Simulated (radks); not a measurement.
# Se in [Ar] 3d9.75 4s2 4p4 5p0.25: an all-electron calculation

One table from this session's results is given with a row withheld; the runs are named, their logs left out.

Program: radks (a radial shooting solver on a logarithmic mesh, Libxc functionals) version 1. Level of theory: Dirac Kohn-Sham, exchange-only B88, spin-unpolarised, spherical densities, finite nucleus; open shells are shared between the two j in proportion to 2j + 1. These are calculated values, not measurements, unless marked.

## Starting point

| Property | Result |
| --- | --- |
| element | selenium (Z = 34) |
| charge | 0 |
| electrons | 34 |
| configuration | [Ar] 3d9.75 4s2 4p4 5p0.25 |
| nuclear rms radius | 4.14 fm |

Set-up of the first run:

Settings of this run:

```text
Z 34
configuration [Ar] 3d9.75 4s2 4p4 5p0.25
relativity Dirac
functional b88,
spin unpolarised
j_filling average
nucleus finite rms 4.14 fm
c 137.035999084
```

One of the session's tables, all rows but one given; the rest of the session is left out.

It belongs to the step «Radial structure». From the orbitals of this run (lengths in bohr):

```
level      <r>  outermost maximum (interpolated)  90 % within  nodes
1s1/2  0.04408                            0.0288       0.0788      0
2s1/2   0.1957                             0.165        0.303      1
2p1/2   0.1685                             0.130        0.276      0
2p3/2   0.1723                             0.133        0.281      0
3s1/2   0.5730                             0.502        0.854      2
3p1/2   0.5810                             0.494        0.889      1
3p3/2   0.5915                             0.502        0.905      1
3d3/2   0.6229                             0.449         1.03      0
3d5/2   0.6272                             0.452         1.04      0
4s1/2    1.764                              1.49         2.64      3
4p1/2    2.203                              1.74         3.42      2
4p3/2    2.252                              1.78         3.50      2
5p1/2        ?                                 ?            ?      ?
5p3/2    13.90                              11.5         21.4      3
```

Estimate the missing values for 5p1/2.

As computed: <r>: 13.73; outermost maximum (interpolated): 11.4; 90 % within: 21.2; nodes: 3. In the column «<r>» it lies between 4p3/2 (2.252) and 5p3/2 (13.90).
